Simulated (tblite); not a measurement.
# C6H14BNO: the cost of one run

The runs use tblite 0.8.0 and PySCF 2.14.0, with density-fitted response routines of our own; the level of theory stands in each step. All values are computed, except where a source is named. Atoms are numbered from 0 throughout.

## Step 1: The molecule as given

23 atoms, charge 0, multiplicity 1; geometry from: force field or distance geometry start.

Bonds of the start (Å): B0–O1 1.49, O1–C2 1.41, C2–C3 1.50, C3–C4 1.51, C4–C5 1.54, C5–C6 1.51, C6–N7 1.29, N7–C8 1.44, C5–O1 1.43, B0–H9 1.18, B0–H10 1.20, B0–H11 1.20, C2–H12 1.12, C2–H13 1.11, C3–H14 1.11, C3–H15 1.13, C4–H16 1.11, C4–H17 1.11, C5–H18 1.11, C6–H19 1.09, C8–H20 1.11, C8–H21 1.11, C8–H22 1.10.

## Step 2: Optimising the geometry with GFN2-xTB

The job: settings as JSON, then the geometry in Å.

```
{"job": {"kind": "relax", "xc": "GFN2-xTB", "basis": "xTB"}, "charge": 0, "multiplicity": 1}
B     -0.789800     1.920800    -1.192900
O     -0.886800     0.947600    -0.062900
C     -2.196600     0.451400     0.092300
C     -2.108900    -0.861600     0.811800
C     -0.714900    -1.360400     0.511200
C     -0.080600    -0.208900    -0.283000
C      1.337300     0.040000     0.183900
N      2.254500    -0.842600    -0.016000
C      3.618000    -0.651300     0.402900
H      0.312100     2.334600    -1.287900
H     -1.122900     1.427000    -2.233400
H     -1.511300     2.855100    -0.972600
H     -2.721500     0.272000    -0.879900
H     -2.812600     1.170200     0.679700
H     -2.887100    -1.575900     0.471300
H     -2.221700    -0.706900     1.927800
H     -0.748700    -2.279300    -0.111600
H     -0.172800    -1.586000     1.450900
H     -0.049600    -0.503100    -1.353400
H      1.585600     0.974800     0.691800
H      4.036200     0.255700    -0.091500
H      3.655800    -0.518700     1.506200
H      4.221600    -1.527700     0.131300
```

Run with:

```bash
OMP_NUM_THREADS=1 python probes_run.py task.json out
```

One launch serves the whole session: the jobs run in the order shown.

**Question.** How long does this first job take on 1 thread of Arm Neoverse N1, shared host, and how much memory does it need?

About 1.8 s, with a peak of 0.18 GiB.
